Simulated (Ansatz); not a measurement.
# AlBrFH3Sn: up Jacob's ladder to CCSD(T)

How much do the methods differ for AlBrFH3Sn? The plan is to run it at one geometry with functionals of several rungs and with coupled cluster. The yardstick is the atomisation energy at the CCSD(T) limit.

Method: functionals in def2-TZVPP, the program's frozen cores in correlated methods; program: Ansatz 0.2.0, Gaussian basis.

Levels to be run: LDA (SPW92), PBE-D4, revPBE-D4, BLYP-D4, r2SCAN-D4, B97M-V, PBE0-D4, B3LYP-D4, r2SCANh-D4, r2SCAN0-D4, HSE06-D4, BHLYP-D4, CAM-B3LYP-D4, LC-ωPBE, ωB97X-V, ωB97M-V, B2PLYP, PBE-QIDH; CCSD(T)/def2-SVP; CCSD(T)/def2-TZVPP; MP2/def2-QZVPP; extrapolation to the limit; RPA on PBE.

### 1 Structure used throughout

The geometry comes from an earlier relaxation with PBE0-D4 in a triple-zeta def2 set; it is a stationary point, not always the lowest conformer. Sn takes the def2 core potential; no spin-orbit term is included.

7 atoms, charge 0, spin multiplicity 1.

Atoms are counted from 1 here; the program's logs count them from 0.

Bond lengths: F1–Sn2 1.929 Å, Sn2–Al3 2.725 Å, Sn2–Br4 2.837 Å, Sn2–H5 1.727 Å, Al3–Br4 2.425 Å, Al3–H6 1.577 Å, Al3–H7 1.574 Å. Angles: F1–Sn2–Al3 117.0°, F1–Sn2–Br4 101.1°, F1–Sn2–H5 97.7°, Al3–Sn2–Br4 51.6°, Al3–Sn2–H5 136.4°, Br4–Sn2–H5 98.6°, Sn2–Al3–Br4 66.6°, Sn2–Al3–H6 110.4°, Sn2–Al3–H7 110.7°, Br4–Al3–H6 111.6°, Br4–Al3–H7 112.2°, H6–Al3–H7 128.6°, Sn2–Br4–Al3 61.8°.

### 2 LDA

This LDA is Slater exchange with PW92 correlation.

The input, in.yaml:

```yaml
crystal:
  periodic: [false, false, false]
  atoms:
    - {symbol: F, position_ang: [-1.790857, -1.984072, 0.257915]}
    - {symbol: Sn, position_ang: [-1.154798, -0.192835, 0.587690]}
    - {symbol: Al, position_ang: [1.464549, 0.312488, 0.032166]}
    - {symbol: Br, position_ang: [0.024931, 0.435218, -1.915127]}
    - {symbol: H, position_ang: [-2.658790, 0.629949, 0.379510]}
    - {symbol: H, position_ang: [1.868365, 1.747329, 0.545537]}
    - {symbol: H, position_ang: [2.308101, -1.016176, 0.066608]}
basis:
  gaussian: {orbitals: def2-TZVPP}
hamiltonian: {xc: lda}
output: {orbitals: {seedname: orbitals}}
```

Further steps of the session: PBE-D4 (GGA); revPBE-D4 (GGA); BLYP-D4 (GGA); r2SCAN-D4 (meta-GGA); B97M-V (meta-GGA); PBE0-D4 (hybrid); B3LYP-D4 (hybrid); r2SCANh-D4 (hybrid); r2SCAN0-D4 (hybrid); HSE06-D4 (hybrid); BHLYP-D4 (hybrid); CAM-B3LYP-D4 (range-separated); LC-ωPBE (range-separated); ωB97X-V (range-separated); ωB97M-V (range-separated); B2PLYP (double hybrid); PBE-QIDH (double hybrid); CCSD(T) in def2-SVP; CCSD(T) in def2-TZVPP; MP2 in def2-QZVPP; RPA on PBE orbitals.

Q: Predict the results of all the runs planned. Wanted: atomisation energy, CCSD(T)/CBS; farthest beyond LDA; mean size of error, GGA; mean size of error, meta-GGA; mean size of error, hybrid; mean size of error, range-separated; mean size of error, double hybrid; gap, smallest and largest; T1 diagnostic.

As calculated:

```
                               quantity                                     value
        atomisation energy, CCSD(T)/CBS                             1835.0 kJ/mol
 functionals within 18.3 kJ/mol (1.0 %)                r2SCAN-D4, B97M-V, ωB97X-V
                    farthest beyond LDA                   BHLYP-D4 (-98.5 kJ/mol)
                mean size of error, GGA                               50.1 kJ/mol
           mean size of error, meta-GGA                               14.9 kJ/mol
             mean size of error, hybrid                               61.9 kJ/mol
    mean size of error, range-separated                               41.3 kJ/mol
      mean size of error, double hybrid                               70.9 kJ/mol
              gap, smallest and largest  3.59 eV (LDA (SPW92)), 9.77 eV (LC-ωPBE)
                          T1 diagnostic                                    0.0127
triples share of the correlation energy                                     3.1 %
```

In words: The LDA atomisation energy is off by 221.6 kJ/mol (12 %): it overbinds. PBE-D4 misses by -25.3 kJ/mol. Double hybrids carry the basis error of their MP2 part in triple zeta, and no dispersion term here, so their miss is partly the set-up's. By mean error the best rung here is meta-GGA (14.9 kJ/mol) and the worst beyond LDA is double hybrid (70.9 kJ/mol). The reference freezes the cores and leaves out spin-orbit coupling and excitations past (T), and its outer-core shells are covered unevenly, so misses under about 18.3 kJ/mol can't be ranked. All levels share the lack of spin-orbit coupling, which lowers the free heavy atoms and so the true binding. Hartree-Fock recovers 69 % of the binding; the rest is correlation. CCSD(T) in def2-SVP is off by -182.4 kJ/mol, so the small basis spoils what the method gains. The gap grows from 3.6 to 9.8 eV across the functionals, mostly with the share of exact exchange. Correlated methods include outer-core shells of Br, Sn, which these sets cover unevenly.
